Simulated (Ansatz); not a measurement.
# ZrClF3: the relaxed shape and its frontier levels

Aim: characterise ZrClF3 as a singlet: its structure, frontier levels and distribution of charge.

Program: Ansatz 0.2.0, Gaussian basis. Level of theory: RKS PBE0-D4/def2-TZVP. These are calculated values, not measurements.

Levels to be run: relaxation at PBE-D4/def2-SVP; a search for the lowest solution at PBE0-D4/def2-SVP; a single point at PBE0-D4/def2-TZVP.

2 further runs of the same task are left out: 2 set aside as unsound or not needed.

## Step 1: The system as given

5 atoms, charge 0, spin multiplicity 1.

Atoms are counted from 1 here; the program's logs count them from 0.

Bond lengths: Zr1–Cl2 2.244 Å, Zr1–F3 1.840 Å, Zr1–F4 1.840 Å, Zr1–F5 1.840 Å. Angles: Cl2–Zr1–F3 105.1°, Cl2–Zr1–F4 105.1°, Cl2–Zr1–F5 105.1°, F3–Zr1–F4 113.4°, F3–Zr1–F5 113.5°, F4–Zr1–F5 113.4°.

Coordinates:

```xyz
5
charge 0, multiplicity 1
Zr   -0.0004    0.0010   -0.1608
Cl    0.0075   -0.0145    2.0829
F     1.7738    0.0089   -0.6474
F    -0.8942    1.5406   -0.6264
F    -0.8866   -1.5360   -0.6484
```

Formally the metal is d0. Zr takes a core potential in the def2 sets. No spin-orbit coupling is included.

The start is a GFN2-xTB geometry.

## Step 2: Optimising with PBE-D4/def2-SVP

File in.yaml:

```yaml
crystal:
  periodic: [false, false, false]
  atoms:
    - {symbol: Zr, position_ang: [-0.000440, 0.001030, -0.160780]}
    - {symbol: Cl, position_ang: [0.007450, -0.014520, 2.082940]}
    - {symbol: F, position_ang: [1.773850, 0.008930, -0.647370]}
    - {symbol: F, position_ang: [-0.894210, 1.540550, -0.626390]}
    - {symbol: F, position_ang: [-0.886640, -1.535990, -0.648400]}
basis:
  gaussian: {orbitals: def2-SVP}
hamiltonian: {xc: pbe, dispersion: d4}
scf: {omitted_lower_state_checks: [starts]}
output: {orbitals: {seedname: orbitals}}
relax: {f_tol: 0.02, max_steps: 100}
```

On the command line:

```
ansatz run in.yaml --threads 4 --pin off --events-out ev --progress --plain --max-ram 3916MiB
```

The runs that follow: Searching for the lowest solution, PBE0-D4/def2-SVP; Single point, PBE0-D4/def2-TZVP.

**Question.** What will the summary of the whole plan be? Wanted: point group; near neighbours of the metal; HOMO, LUMO at PBE0-D4/def2-TZVP; charge on the metal; dipole at PBE-D4/def2-SVP.

As calculated:

| quantity | value |
| --- | --- |
| point group | C3v |
| near neighbours of the metal | Cl 2.35, F 1.90, F 1.90, F 1.90 Å |
| HOMO, LUMO at PBE0-D4/def2-TZVP | -10.03, -1.95 eV |
| charge on the metal (Mulliken, PBE0-D4/def2-TZVP) | +1.71 e |
| dipole at PBE-D4/def2-SVP | 0.19 D |

In words: The molecule keeps its bonding pattern by the stored test; the atoms moved 0.12 Å (rms). The metal has 4 near neighbours by the distance rule, from 1.90 to 2.35 Å. The Mulliken charge of the metal, +1.71 e, depends on the basis and isn't its oxidation state. No usable vibrations, so a minimum isn't proven. The HOMO lies nearest to Cl2 93 % and the LUMO to Zr1 68 %; Cl2 11 %. Whether this spin is the lowest isn't tested here.
